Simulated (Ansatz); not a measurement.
**K: a stretch of c alone**

One table from this session's results is given with a row withheld; the runs are named, their logs left out.

Computed with Ansatz 0.2.0 (DFT PBEsol, scalar-relativistic, plane waves, PAW, unless a step's input says otherwise).

2 further runs of the same task are left out: 2 set aside as unsound or not needed.

### The system as given

It takes space group Im-3m (No. 229, cubic). The conventional cell has a = 5.236 Å, b = 5.236 Å, c = 5.236 Å, α = 90.00°, β = 90.00°, γ = 90.00°.

Structure file:

```xyz
2
Lattice="5.2360 0.0000 0.0000 0.0000 5.2360 0.0000 0.0000 0.0000 5.2360" Properties=species:S:1:pos:R:3 pbc="T T T"
K     0.0000    0.0000    0.0000
K     2.6180    2.6180    2.6180
```

The unstrained cell was computed beforehand with the same settings: E(σ→0) = -3032.0556 eV for 2 atoms, gap none (metal).

Set-up of the first run:

Input file input.yaml:

```yaml
crystal:
  lattice:
    - [5.236, 0.0, 0.0]
    - [0.0, 5.236, 0.0]
    - [0.0, 0.0, 5.15746]
  atoms:
    - { symbol: K, position: [0.0, 0.0, 0.0] }
    - { symbol: K, position: [0.5, 0.5, 0.5] }
basis:
  ecutwfc: 420
kpoints:
  mp_grid: { grid: [10, 10, 10] }
hamiltonian:
  xc: pbesol
scf:
  occupations: { method: gaussian, width: 0.1 }
output:
  forces: true
  stress: true
  eigenvalues: true
```

Run with:

```
> ansatz run input.yaml --threads 1 --pin off --max-ram 2560MiB --backend cpu --events-out ev --progress --plain --runs-dir out
```

Among the steps run: At -1.5 %; The cell strained by +1.5 %; At -3.0 %; At +3.0 %; The cell strained by -4.5 %; The cell strained by +4.5 %.

One of the session's tables, all rows but one given; the rest of the session is left out.

Lengths are those of the vectors of the cell that was run; stresses in GPa:

```
strain (%)  ΔE (meV/atom)  c (Å)
      -4.5            0.8  5.000
      -3.0            0.1  5.079
      -1.5           -0.1  5.157
      +0.0            0.0  5.236
      +1.5              ?      ?
      +3.0            1.3  5.393
      +4.5            2.5  5.472
```

Estimate the missing values for strain (%) = +1.5.

Worked estimate for «ΔE (meV/atom)». A straight line through the neighbours (0.0, 0.0) and (3.0, 1.3) gives 0.0 + (1.3 − 0.0) × (1.5 − 0.0) / (3.0 − 0.0) = 0.7; a parabola fitted to 4 rows on both sides gives 0.5.

As computed: ΔE (meV/atom): 0.5; c (Å): 5.315. In «ΔE (meV/atom)» the line misses by +0.2 and the parabola by 0.0.

ΔE is over the unstrained cell. Stress in GPa, positive in compression, on the Cartesian axes of the input. 
